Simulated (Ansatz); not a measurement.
**GeH5 (doublet): wave-function methods side by side at distance H1–H2 along a hydrogen transfer = 0.797 Å, cc-pVTZ**

One table from this session's results is given with a row withheld; the runs are named, their logs left out.

Computed with Ansatz 0.2.0, Gaussian basis. Level: cc-pVTZ, core rule «outside noble gas», up to 14 orbitals frozen.

The runs, in order: UHF; CCSD(T) on ROHF; CCSD(T) on UHF; BCCD(T) on ROHF; CISD; CCSDT(Q) on ROHF; CCSDT(Q) on UHF; CASSCF and NEVPT2, 3 electrons in 3 orbitals; CASSCF and NEVPT2, 9 electrons in 9 orbitals.

## What is computed

The geometry derives from fragments relaxed apart (PBE0/def2-TZVP) and kept rigid, so it is no stationary point. A hydrogen atom is moved between rigid fragments. No spin-orbit coupling is included. The filled d shell of Ge may be among the frozen orbitals whatever the setting's name suggests; the logs give the count.

6 atoms, charge 0, spin multiplicity 2.

Atoms are counted from 1 here; the program's logs count them from 0.

Bond lengths: H1–H2 0.797 Å, H2–Ge3 1.842 Å, Ge3–H4 1.539 Å, Ge3–H5 1.539 Å, Ge3–H6 1.539 Å. Angles: H1–H2–Ge3 180.0°, H2–Ge3–H4 107.7°, H2–Ge3–H5 107.7°, H2–Ge3–H6 107.7°, H4–Ge3–H5 111.2°, H4–Ge3–H6 111.2°, H5–Ge3–H6 111.2°.

Geometry (Å):

```xyz
6
charge 0, multiplicity 2
H    -2.5991    0.0000    0.0000
H    -1.8021    0.0000    0.0000
Ge    0.0399    0.0000    0.0000
H     0.5086   -1.4659    0.0000
H     0.5086    0.7330   -1.2695
H     0.5086    0.7330    1.2695
```

The first run:

Input file in.yaml:

```yaml
crystal:
  periodic: [false, false, false]
  atoms:
    - {symbol: H, position_ang: [-2.599100, 0.000000, -0.000001]}
    - {symbol: H, position_ang: [-1.802100, 0.000000, -0.000001]}
    - {symbol: Ge, position_ang: [0.039900, 0.000000, 0.000000]}
    - {symbol: H, position_ang: [0.508568, -1.465915, 0.000000]}
    - {symbol: H, position_ang: [0.508569, 0.732957, -1.269519]}
    - {symbol: H, position_ang: [0.508568, 0.732957, 1.269520]}
basis:
  gaussian: {orbitals: cc-pVTZ}
magnetization: {spin_polarized: true, initial_magnetization: 1}
hamiltonian: {xc: hf}
output: {orbitals: {seedname: orbitals}}
```

Started as:

```bash
> ansatz run in.yaml --threads 1 --pin off --events-out ev --progress --plain --max-ram 7936MiB --backend cpu
```

Steps of the session up to this table: UHF; CCSD(T) on ROHF; CCSD(T) on UHF; BCCD(T) on ROHF; CISD; CCSDT(Q) on ROHF; CCSDT(Q) on UHF; CASSCF and NEVPT2, 3 electrons in 3 orbitals; CASSCF and NEVPT2, 9 electrons in 9 orbitals.

One of the session's tables, all rows but one given; the rest of the session is left out.

| method | from UCCSDT(Q) (kcal/mol) |
| --- | --- |
| ROHF | +122.59 |
| UHF | +119.41 |
| RMP2 | +23.73 |
| UMP2 | +23.84 |
| CISD | +10.55 |
| RCCSD | +3.40 |
| UCCSD | +3.27 |
| RCCSD(T) | +0.67 |
| UCCSD(T) | +0.59 |
| BCCD(T) | +0.67 |
| RCCSDT | +0.17 |
| UCCSDT | +0.07 |
| RCCSDT(Q) | +0.10 |
| UCCSDT(Q) | 0 |
| CASSCF pair | +110.09 |
| NEVPT2 pair | +23.67 |
| CASSCF valence | +81.13 |
| NEVPT2 valence | ? |

Q: Estimate the row for NEVPT2 valence from the others.

As computed: from UCCSDT(Q) (kcal/mol): +22.47. In the column «from UCCSDT(Q) (kcal/mol)» it lies between CISD (+10.55) and NEVPT2 pair (+23.67).

Limits of these values: Restricted and unrestricted rows rest on different reference determinants; where their highest levels disagree by more than a few hundredths of an eV, they describe different states and don't form one ladder.
